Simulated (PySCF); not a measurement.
# BeF2: magnetic properties

One table from this session's results is given with a row withheld; the runs are named, their logs left out.

Computed with PySCF 2.14.0 and routines of our own; the level stands in each step. Atoms count from 0.

## The system as given

3 atoms, charge 0, multiplicity 1; geometry from: GFN2-xTB.

The first run:

The job: settings as JSON, then the geometry in Å.

```
{"job": {"xc": "PBE0", "basis": "def2-SVP", "d3": "d3bj", "grid": 1, "kind": "geom"}, "charge": 0, "multiplicity": 1}
F     -1.363742     0.176339    -0.006131
Be     0.003751     0.101222    -0.004203
F      1.371472     0.030307    -0.002219
```

The run is started by

```console
OMP_NUM_THREADS=1 python excited_run.py task.json out
```

The driver reads the jobs from task.json and runs them one after another.

Steps of the session up to this table: Relaxing the molecule at PBE0-D3(BJ)/def2-SVP; Magnetic properties: GIAO LC-wPBE/aug-pcSseg-2; Magnetic properties: GIAO B3LYP/cc-pVDZ; Magnetic properties: GIAO B3LYP/aug-cc-pVTZ; Magnetic properties: GIAO B3LYP/STO-3G; Magnetic properties: GIAO B3LYP/Sadlej pVTZ; Magnetic properties: GIAO B3LYP/6-311+G(2d,p).

One table of the session follows, with a row left open; its other results are not shown here.

| level | gap (eV) |
| --- | --- |
| GIAO LC-wPBE/aug-pcSseg-2 | 15.06 |
| GIAO B3LYP/cc-pVDZ | 10.54 |
| GIAO B3LYP/aug-cc-pVTZ | 10.37 |
| GIAO B3LYP/STO-3G | 10.54 |
| GIAO B3LYP/Sadlej pVTZ | 10.35 |
| GIAO B3LYP/6-311+G(2d,p) | ? |

Estimate the missing values for GIAO B3LYP/6-311+G(2d,p).

**Answer.** gap (eV): 10.39. In the column «gap (eV)» it lies between GIAO B3LYP/aug-cc-pVTZ (10.37) and GIAO B3LYP/cc-pVDZ (10.54).

Caveats from the session: GIAO B3LYP/STO-3G has a minimal basis, so it is left out of the spread where two other levels stand. Vibrational averaging and real surroundings are missing from these values.
